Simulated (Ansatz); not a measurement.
# C3H6O2Si: up Jacob's ladder to CCSD(T)

How much do the methods differ for C3H6O2Si? The plan is to run it at one geometry with functionals of several rungs and with coupled cluster, and see how far each lands from CCSD(T) at the basis-set limit for the atomisation energy.

Method: functionals in def2-TZVPP, the program's frozen cores in correlated methods; program: Ansatz 0.2.0, Gaussian basis.

Levels to be run: PBE-D4, r2SCAN-D4, PBE0-D4, B3LYP-D4, ωB97X-V, ωB97M-V, B2PLYP; CCSD(T)/def2-TZVPP; MP2/def2-QZVPP; extrapolation to the limit.

## 1. The geometry

All runs share one geometry, relaxed beforehand with PBE0-D4 in a triple-zeta def2 set.

SMILES `C=C=C(O)[SiH2]O`, 12 atoms, charge 0, spin multiplicity 1.

Atoms are counted from 1 here; the program's logs count them from 0.

Bond lengths: C1–C2 1.303 Å, C1–H7 1.087 Å, C1–H8 1.087 Å, C2–C3 1.306 Å, C3–O4 1.377 Å, C3–Si5 1.872 Å, O4–H9 0.964 Å, Si5–O6 1.645 Å, Si5–H10 1.489 Å, Si5–H11 1.477 Å, O6–H12 0.959 Å. Angles: C2–C1–H7 121.6°, C2–C1–H8 121.5°, H7–C1–H8 117.0°, C1–C2–C3 177.3°, C2–C3–O4 125.0°, C2–C3–Si5 120.7°, O4–C3–Si5 114.3°, C3–O4–H9 109.1°, C3–Si5–O6 111.5°, C3–Si5–H10 107.7°, C3–Si5–H11 108.6°, O6–Si5–H10 110.6°, O6–Si5–H11 107.1°, H10–Si5–H11 111.3°, Si5–O6–H12 117.1°.

## 2. PBE-D4 (GGA)

Contents of in.yaml:

```yaml
crystal:
  periodic: [false, false, false]
  atoms:
    - {symbol: C, position_ang: [0.252268, -2.233538, -1.065043]}
    - {symbol: C, position_ang: [-0.145378, -1.070758, -0.632595]}
    - {symbol: C, position_ang: [-0.492844, 0.098213, -0.164130]}
    - {symbol: O, position_ang: [-1.591472, 0.818564, -0.575912]}
    - {symbol: Si, position_ang: [0.504380, 0.919380, 1.191088]}
    - {symbol: O, position_ang: [1.041166, 2.404449, 0.730155]}
    - {symbol: H, position_ang: [-0.081993, -3.157560, -0.600885]}
    - {symbol: H, position_ang: [0.932990, -2.323211, -1.907523]}
    - {symbol: H, position_ang: [-2.051958, 0.325638, -1.264035]}
    - {symbol: H, position_ang: [-0.366701, 1.026765, 2.393548]}
    - {symbol: H, position_ang: [1.697540, 0.091953, 1.463971]}
    - {symbol: H, position_ang: [0.379002, 3.044804, 0.465162]}
basis:
  gaussian: {orbitals: def2-TZVPP}
hamiltonian: {xc: pbe, dispersion: d4}
output: {forces: true, orbitals: {seedname: orbitals}}
```

The run is started by

```
$ ansatz run in.yaml --threads 4 --pin off --events-out ev --progress --plain --max-ram 10444MiB
```

The runs that follow: r2SCAN-D4 (meta-GGA); PBE0-D4 (hybrid); B3LYP-D4 (hybrid); ωB97X-V (range-separated); ωB97M-V (range-separated); B2PLYP (double hybrid); CCSD(T) in def2-TZVPP; MP2 in def2-QZVPP.

Q: Predict the results of all the runs planned. Wanted: atomisation energy, CCSD(T)/CBS; farthest; mean size of error, hybrid; mean size of error, range-separated; gap, smallest and largest; T1 diagnostic; triples share of the correlation energy.

As calculated:

```
                               quantity                                           value
        atomisation energy, CCSD(T)/CBS                                 1153.7 kcal/mol
functionals within 5.8 kcal/mol (0.5 %)  r2SCAN-D4, PBE0-D4, B3LYP-D4, ωB97X-V, ωB97M-V
                               farthest                         PBE-D4 (+31.5 kcal/mol)
             mean size of error, hybrid                                    1.0 kcal/mol
    mean size of error, range-separated                                    1.5 kcal/mol
              gap, smallest and largest            4.08 eV (PBE-D4), 10.73 eV (ωB97X-V)
                          T1 diagnostic                                          0.0128
triples share of the correlation energy                                           4.1 %
```

In words: PBE-D4 is off by +31.5 kcal/mol. Double hybrids carry the basis error of their MP2 part in triple zeta, and no dispersion term here, so their miss is partly the set-up's. The reference freezes the cores and leaves out relativity and excitations past (T), so misses under about 5.8 kcal/mol can't be ranked. Hartree-Fock recovers 71 % of the binding; the rest is correlation. Orbital gaps span 4.1 to 10.7 eV; exact exchange widens them.
